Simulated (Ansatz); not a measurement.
# Ag₂− (doublet): energies up the ladder

Aim: energies up the ladder, for Ag₂− (doublet), with the cost of each level. Charge -1. Spin multiplicity 2.

Computed with Ansatz 0.2.0 (the levels named in each step, unless a step's input says otherwise).

## Step 1: The system as given

Bond lengths: Ag1–Ag2 2.592 Å.

Coordinates:

```xyz
2

Ag    0.0000    0.0000    0.0000
Ag    0.0000    0.0000    2.5920
```

## Step 2: A rough first relaxation, PBE-D4/def2-SVPD

input.yaml reads:

```yaml
crystal:
  periodic: [false, false, false]
  atoms:
    - { symbol: Ag, position_ang: [0.0, 0.0, 0.0] }
    - { symbol: Ag, position_ang: [0.0, 0.0, 2.59199] }
magnetization:
  spin_polarized: true
  initial_magnetization: 1
total_charge: -1
basis:
  gaussian: { orbitals: def2-SVPD }
hamiltonian:
  xc: pbe
  dispersion: d4
relax:
  f_tol: 0.03
  max_steps: 200
```

Started as:

```
> ansatz run input.yaml --threads 4 --pin off --max-ram 10240MiB --backend cpu --events-out ev --progress --plain --runs-dir out
```

The runs that follow: Relaxation, PBE0-D4/def2-TZVPPD; Frequencies, PBE0-D4/def2-TZVPPD; Single point, PBE-D4/def2-TZVPPD; Single point, r2SCAN-D4/def2-TZVPPD; Single point, B3LYP-D4/def2-TZVPPD; Single point, wB97M-V/def2-TZVPPD; Single point, B2PLYP/def2-TZVPPD; Single point, LDA/def2-TZVPPD; Single point, PBE0-D4/def2-SVPD; Single point, PBE-D4/def2-SVPD.

Before running it: what results should come out? Wanted: Ag1–Ag2 at PBE0-D4/def2-TZVPPD; frequencies at PBE0-D4/def2-TZVPPD; energy at PBE-D4/def2-SVPD.

The runs gave:

| quantity | value |
| --- | --- |
| Ag1–Ag2 at PBE0-D4/def2-TZVPPD | 2.711 Å |
| frequencies at PBE0-D4/def2-TZVPPD | 131 cm⁻¹ |
| energy at PBE-D4/def2-SVPD | -7999.972 eV |

In words: No mode is imaginary, so the geometry is a minimum. These totals serve in differences with atoms or fragments at the same level; alone they don't rank the methods. Heavy atoms carry effective core potentials in def2 sets, and spin-orbit coupling is left out.
